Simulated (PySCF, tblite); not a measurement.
# C₇H₁₁AlO₂: geometry, infrared bands and NMR shifts

What infrared bands and NMR shifts should C₇H₁₁AlO₂ (`C=CC/C=[CH]/[Al]1[O]CC[O]1`) show?

Programs: tblite 0.8.0 and PySCF 2.14.0, with density-fitted response routines of our own. Each step states its level of theory. These are calculated values for one molecule in the gas phase, unless marked as measured. Atoms are numbered from 0 throughout.

## (1) The starting structure

21 atoms, charge 0, multiplicity 1; geometry from: force field or distance geometry start.

Bonds of the start (Å): C0–C1 1.33, C1–C2 1.48, C2–C3 1.51, C3–C4 1.34, C4–Al5 1.95, Al5–O6 1.85, O6–C7 1.40, C7–C8 1.51, C8–O9 1.40, O9–Al5 1.85, C0–H10 1.08, C0–H11 1.09, C1–H12 1.11, C2–H13 1.12, C2–H14 1.08, C3–H15 1.12, C4–H16 1.10, C7–H17 1.11, C7–H18 1.11, C8–H19 1.10, C8–H20 1.10.

## (2) Geometry optimisation with GFN2-xTB

Job settings and geometry (Å):

```
{"job": {"kind": "relax", "xc": "GFN2-xTB", "basis": "xTB"}, "charge": 0, "multiplicity": 1}
C      4.115200     0.959800    -0.354000
C      3.468400     0.361700     0.637100
C      2.642000    -0.858700     0.481000
C      1.210100    -0.607000     0.899800
C      0.215200    -0.768900     0.022800
Al    -1.664200    -0.479600     0.472700
O     -3.032000    -1.269700    -0.492000
C     -3.693400    -0.088900    -0.837300
C     -3.772000     0.768600     0.398000
O     -2.469200     1.164200     0.723000
H      4.691600     1.841600    -0.116700
H      4.014300     0.560400    -1.362300
H      3.553800     0.755200     1.673900
H      2.579900    -1.092200    -0.610200
H      2.959900    -1.718500     1.042900
H      0.981900    -0.315700     1.953900
H      0.451500    -1.061200    -1.010500
H     -4.688600    -0.286000    -1.286000
H     -3.024800     0.382100    -1.593300
H     -4.433600     1.645800     0.289700
H     -4.114800     0.123800     1.221800
```

Launch:

```bash
$ OMP_NUM_THREADS=1 python probes_run.py task.json out
```

This one command runs all jobs of the session in turn.

**Question.** This job is followed by: GFN2-xTB harmonic vibrations, gas phase; GIAO PBE0/pcSseg-1 NMR shielding, non-relativistic, gas phase. What will the session give for the following? strongest single infrared mode (GFN2-xTB); zero-point energy (GFN2-xTB); 13C shifts against TMS (PBE0/pcSseg-1, means over atoms taken as alike); 1H shifts against TMS (PBE0/pcSseg-1, means over atoms taken as alike); 27Al shifts against AlH4- (PBE0/pcSseg-1); 17O shifts against H2O (PBE0/pcSseg-1, means over atoms taken as alike).

The runs gave:

```
                                                               quantity                                         value
                              strongest single infrared mode (GFN2-xTB)                          817 cm⁻¹, 182 km/mol
                                           zero-point energy (GFN2-xTB)                                102.6 kcal/mol
13C shifts against TMS (PBE0/pcSseg-1, means over atoms taken as alike)    169.7, 143.7, 123.2, 121.6, 67.0, 53.0 ppm
 1H shifts against TMS (PBE0/pcSseg-1, means over atoms taken as alike)  7.00, 6.17, 5.85, 5.41, 5.28, 4.30, 3.08 ppm
                              27Al shifts against AlH4- (PBE0/pcSseg-1)                                      75.3 ppm
17O shifts against H2O (PBE0/pcSseg-1, means over atoms taken as alike)                                      40.1 ppm
```

The optimisation took 122 steps and gained 1.221 eV; among the close pairs (by a distance rule), Al5–O6 changed most, from 1.851 to 1.705 Å. No mode is imaginary among the 57: a minimum at this level. The strongest single mode, at 817 cm⁻¹, has its largest shares on Al5, C4 and O9 (the list is cut at 3 atoms). Unscaled tight-binding wavenumbers are off by several per cent, some by more. Its intensities can rank the bands wrongly. At PBE0/pcSseg-1: Shielding is most anisotropic at C3 (span 272 ppm, paramagnetic term -243 ppm).
